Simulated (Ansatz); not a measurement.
# CH₄FGeNS: small, medium and large basis sets

An exercise on one series of results from a longer session: the logs are not shown, and one member is left open.

Computed with Ansatz 0.2.0, Gaussian basis. Level: one geometry, several basis sets.

Levels to be run: PBE0-D4/def2-SVP; ωB97M-V/def2-SVP; PBE0-D4/def2-QZVPP; ωB97M-V/def2-QZVPP; the functionals' def2-TZVPP values are taken from earlier runs.

## The relaxed structure

All runs share one geometry, relaxed beforehand with PBE0-D4 in a triple-zeta def2 set.

SMILES `N=C(F)[S][GeH3]`, 9 atoms, charge 0, spin multiplicity 1.

Atoms are counted from 1 here; the program's logs count them from 0.

Bond lengths: N1–C2 1.244 Å, N1–H6 1.017 Å, C2–F3 1.355 Å, C2–S4 1.748 Å, S4–Ge5 2.241 Å, Ge5–H7 1.533 Å, Ge5–H8 1.531 Å, Ge5–H9 1.531 Å. Angles: C2–N1–H6 112.2°, N1–C2–F3 123.2°, N1–C2–S4 123.0°, F3–C2–S4 113.8°, C2–S4–Ge5 101.6°, S4–Ge5–H7 101.9°, S4–Ge5–H8 110.1°, S4–Ge5–H9 110.1°, H7–Ge5–H8 111.3°, H7–Ge5–H9 111.3°, H8–Ge5–H9 111.7°.

The first run:

Contents of in.yaml:

```yaml
crystal:
  periodic: [false, false, false]
  atoms:
    - {symbol: N, position_ang: [2.568765, 0.133404, -0.531521]}
    - {symbol: C, position_ang: [1.372836, 0.046183, -0.199384]}
    - {symbol: F, position_ang: [0.971753, -0.299200, 1.048127]}
    - {symbol: S, position_ang: [0.054353, 0.359158, -1.303221]}
    - {symbol: Ge, position_ang: [-1.726047, -0.002957, 0.009495]}
    - {symbol: H, position_ang: [3.197490, -0.083344, 0.238072]}
    - {symbol: H, position_ang: [-2.888562, 0.267650, -0.953124]}
    - {symbol: H, position_ang: [-1.733364, -1.454568, 0.496934]}
    - {symbol: H, position_ang: [-1.728622, 0.987273, 1.177521]}
basis:
  gaussian: {orbitals: def2-SVP}
hamiltonian: {xc: pbe0, dispersion: d4}
output: {orbitals: {seedname: orbitals}}
```

Command:

```console
$ ansatz run in.yaml --threads 4 --pin off --events-out ev --progress --plain --max-ram 10444MiB
```

Steps of the session up to this table: PBE0-D4 in def2-SVP; ωB97M-V in def2-SVP; PBE0-D4 in def2-QZVPP; ωB97M-V in def2-QZVPP.

One table of the session follows, with a row left open; its other results are not shown here.

It belongs to the step «Functionals by basis». 

| functional | basis | HOMO (eV) | LUMO (eV) |
| --- | --- | --- | --- |
| PBE0-D4 | def2-SVP | -7.41 | -0.12 |
| PBE0-D4 | def2-TZVPP | ? | ? |
| PBE0-D4 | def2-QZVPP | -7.54 | -0.53 |
| ωB97M-V | def2-SVP | -9.48 | 1.88 |
| ωB97M-V | def2-TZVPP | -9.63 | 1.52 |
| ωB97M-V | def2-QZVPP | -9.66 | 1.12 |

Q: Estimate the row for PBE0-D4, def2-TZVPP from the others.

The run gave: HOMO (eV): -7.52; LUMO (eV): -0.38. In the column «HOMO (eV)» it lies between PBE0-D4, def2-QZVPP (-7.54) and PBE0-D4, def2-SVP (-7.41).
